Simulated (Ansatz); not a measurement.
# C3ClN3Sn: small, medium and large basis sets

How large a basis does C3ClN3Sn need? Two functionals are run in growing sets.

The runs use Ansatz 0.2.0, Gaussian basis; one geometry, several basis sets.

The runs, in order: PBE0-D4/def2-SVP; ωB97M-V/def2-SVP; PBE0-D4/def2-QZVPP; ωB97M-V/def2-QZVPP; the functionals' def2-TZVPP values are taken from earlier runs.

### Step 1. The relaxed structure

All runs share one geometry, relaxed beforehand with PBE0-D4 in a triple-zeta def2 set. Sn takes the def2 core potential; no spin-orbit term is included.

SMILES `N#[C][Sn]([Cl])([C]#N)[C]#N`, 8 atoms, charge 0, spin multiplicity 1.

Atoms are counted from 1 here; the program's logs count them from 0.

Bond lengths: N1–C2 1.151 Å, C2–Sn3 2.078 Å, Sn3–Cl4 2.275 Å, Sn3–C5 2.078 Å, Sn3–C7 2.078 Å, C5–N6 1.151 Å, C7–N8 1.151 Å. Angles: N1–C2–Sn3 179.5°, C2–Sn3–Cl4 109.6°, C2–Sn3–C5 109.3°, C2–Sn3–C7 109.3°, Cl4–Sn3–C5 109.7°, Cl4–Sn3–C7 109.7°, C5–Sn3–C7 109.3°, Sn3–C5–N6 179.7°, Sn3–C7–N8 179.6°.

### Step 2. PBE0-D4 in def2-SVP

File in.yaml:

```yaml
crystal:
  periodic: [false, false, false]
  atoms:
    - {symbol: N, position_ang: [2.802207, 0.099612, 1.388466]}
    - {symbol: C, position_ang: [1.836062, 0.068280, 0.763630]}
    - {symbol: Sn, position_ang: [0.101511, 0.006692, -0.378327]}
    - {symbol: Cl, position_ang: [0.637218, 0.085974, -2.588142]}
    - {symbol: C, position_ang: [-1.099198, 1.630677, 0.109047]}
    - {symbol: N, position_ang: [-1.763657, 2.532607, 0.373344]}
    - {symbol: C, position_ang: [-0.926007, -1.752474, 0.029175]}
    - {symbol: N, position_ang: [-1.495937, -2.728468, 0.247009]}
basis:
  gaussian: {orbitals: def2-SVP}
hamiltonian: {xc: pbe0, dispersion: d4}
output: {orbitals: {seedname: orbitals}}
```

Run with:

```console
$ ansatz run in.yaml --threads 4 --pin off --events-out ev --progress --plain --max-ram 11315MiB
```

After this run come: ωB97M-V in def2-SVP; PBE0-D4 in def2-QZVPP; ωB97M-V in def2-QZVPP.

**Question.** What will the summary of the whole plan be? Wanted: PBE0-D4: double and triple zeta above quadruple; ωB97M-V: double and triple zeta above quadruple.

As calculated:

```
                                       quantity           value
PBE0-D4: double and triple zeta above quadruple  14.20, 0.80 eV
ωB97M-V: double and triple zeta above quadruple  14.33, 0.74 eV
```

**Reading.** For PBE0-D4 the step from double to triple zeta gains 13.40 eV and the next only 0.80 eV. These are total energies; as a rule much of such shifts cancels in differences, which this series doesn't test.
